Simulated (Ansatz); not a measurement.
# Mg: stress in a strained cell

Mg is deformed so: equal xx and yy strain of -3 %. What stress and forces result, by LAPW, PAW and all-electron datasets made for the crystal?

Method: DFT PBEsol, scalar-relativistic, in Ansatz 0.2.0.

### Step 1. The system as given

Symmetry: Im-3m, No. 229, cubic system. Conventional cell: a = 2.953 Å, b = 2.953 Å, c = 2.953 Å, α = 90.00°, β = 90.00°, γ = 90.00°. Mg (site symmetry m-3m) has 8 Mg at 2.56 Å as nearest neighbours.

Coordinates:

```xyz
1
Lattice="-1.4765 1.4765 1.4765 1.4765 -1.4765 1.4765 1.4765 1.4765 -1.4765" Properties=species:S:1:pos:R:3 pbc="T T T"
Mg    0.0000    0.0000    0.0000
```

### Step 2. The deformed structure

Space group Im-3m before, I4/mmm after.

### Step 3. LAPW, all electrons

input.yaml

```yaml
crystal:
  lattice:
    - [-1.432205, 1.432205, 1.4765]
    - [1.432205, -1.432205, 1.4765]
    - [1.432205, 1.432205, -1.4765]
  atoms:
    - { symbol: Mg, position: [0.0, 0.0, 0.0] }
kpoints:
  mp_grid: { grid: [16, 16, 16] }
  band_path:
    path:
      - [0.0, 0.0, 0.0]
      - [0.0, 0.0, 0.5]
      - [0.25, 0.25, 0.25]
      - [0.0, 0.5, 0.0]
      - [0.0, 0.0, 0.0]
      - [0.5, 0.5, -0.5]
      - [0.485225, 0.514775, -0.485225]
      - [-0.485225, 0.485225, 0.485225]
      - [0.0, 0.0, 0.0]
    npoints: 5
scf:
  occupations: { method: fermi_dirac, width: 0.05 }
hamiltonian:
  xc: pbesol
  pseudopotentials: { kind: all_electron, lapw: { basis_error: 0.00025 } }
output:
  forces: true
  stress: true
  eigenvalues: true
```

The run is started by

```sh
> ansatz run input.yaml --threads 1 --pin off --max-ram 3072MiB --backend cpu --events-out ev --progress --plain --runs-dir out
```

### Step 4. PAW with frozen cores

input.yaml

```yaml
crystal:
  lattice:
    - [-1.432205, 1.432205, 1.4765]
    - [1.432205, -1.432205, 1.4765]
    - [1.432205, 1.432205, -1.4765]
  atoms:
    - { symbol: Mg, position: [0.0, 0.0, 0.0] }
kpoints:
  mp_grid: { grid: [16, 16, 16] }
scf:
  occupations: { method: fermi_dirac, width: 0.05 }
hamiltonian:
  xc: pbesol
  pseudopotentials: { kind: paw }
output:
  forces: true
  stress: true
  eigenvalues: true
  efg: { contact_densities: true }
  write_density: true
  write_potential: true
  elf: true
  volumetric_format: npy
```

### Step 5. All-electron PAW on datasets made for the crystal

input.yaml, as its differences from that of step 4:

```diff
@@ -13,3 +13,3 @@
   xc: pbesol
-  pseudopotentials: { kind: paw }
+  pseudopotentials: { kind: all_electron, datasets: crystal }
 output:
@@ -19,5 +19 @@
   efg: { contact_densities: true }
-  write_density: true
-  write_potential: true
-  elf: true
-  volumetric_format: npy
```

(Steps that only read results are left out.)

Before running it: what results should come out? Wanted: pressure; largest shear or deviatoric stress.

As calculated:

| quantity | value |
| --- | --- |
| pressure | LAPW 74.95, PAW 74.94, crystal datasets 74.95 GPa |
| largest shear or deviatoric stress (LAPW) | 1.84 GPa |

The largest part of the stress beyond the pressure is 1.84 GPa in size, in the zz component. No run of the undeformed cell stands beside it, so the pressure holds what the given cell had before the change. PAW: stress within 0.01 GPa of LAPW. Crystal datasets: stress within 0.01 GPa of LAPW.
